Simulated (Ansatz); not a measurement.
# C2H2BFO2: how energies converge with the basis set

How large a basis does C2H2BFO2 need? Two functionals are run in growing sets.

Computed with Ansatz 0.2.0, Gaussian basis. Level: one geometry, several basis sets.

Plan: PBE0-D4/def2-SVP; ωB97M-V/def2-SVP; PBE0-D4/def2-QZVPP; ωB97M-V/def2-QZVPP; the functionals' def2-TZVPP values are taken from earlier runs.

**1. The relaxed structure**

The geometry comes from an earlier relaxation with PBE0-D4 in a triple-zeta def2 set; it is a stationary point, not always the lowest conformer.

SMILES `OB(F)C1=CO1`, 8 atoms, charge 0, spin multiplicity 1.

Atoms are counted from 1 here; the program's logs count them from 0.

Bond lengths: O1–B2 1.354 Å, O1–H7 0.961 Å, B2–F3 1.333 Å, B2–C4 1.506 Å, C4–C5 1.296 Å, C4–O6 1.736 Å, C5–O6 1.306 Å, C5–H8 1.084 Å. Angles: B2–O1–H7 112.8°, O1–B2–F3 121.0°, O1–B2–C4 118.8°, F3–B2–C4 120.1°, B2–C4–C5 178.6°, B2–C4–O6 130.3°, C5–C4–O6 48.4°, C4–C5–O6 83.7°, C4–C5–H8 146.2°, O6–C5–H8 130.1°, C4–O6–C5 47.9°.

**2. PBE0-D4 in def2-SVP**

Input file in.yaml:

```yaml
crystal:
  periodic: [false, false, false]
  atoms:
    - {symbol: O, position_ang: [1.902456, 0.015636, -0.605078]}
    - {symbol: B, position_ang: [0.866117, 0.403987, 0.175699]}
    - {symbol: F, position_ang: [1.034164, 1.306601, 1.141893]}
    - {symbol: C, position_ang: [-0.490895, -0.202751, -0.064402]}
    - {symbol: C, position_ang: [-1.669776, -0.709724, -0.246841]}
    - {symbol: O, position_ang: [-2.001508, 0.071768, 0.745549]}
    - {symbol: H, position_ang: [2.725809, 0.456487, -0.377142]}
    - {symbol: H, position_ang: [-2.274168, -1.399202, -0.825478]}
basis:
  gaussian: {orbitals: def2-SVP}
hamiltonian: {xc: pbe0, dispersion: d4}
output: {orbitals: {seedname: orbitals}}
```

Command:

```
> ansatz run in.yaml --threads 2 --pin off --events-out ev --progress --plain --max-ram 4352MiB
```

Further steps of the session: ωB97M-V in def2-SVP; PBE0-D4 in def2-QZVPP; ωB97M-V in def2-QZVPP.

Q: Predict the results of all the runs planned. Wanted: PBE0-D4: double and triple zeta above quadruple; ωB97M-V: double and triple zeta above quadruple.

**Answer**, as computed:

| quantity | value |
| --- | --- |
| PBE0-D4: double and triple zeta above quadruple | 11.85, 0.52 eV |
| ωB97M-V: double and triple zeta above quadruple | 12.09, 0.49 eV |

What this shows: PBE0-D4 gains 11.33 eV from double to triple zeta, then 0.52 eV more. Total energies overstate the basis error of differences, where much of it tends to cancel.
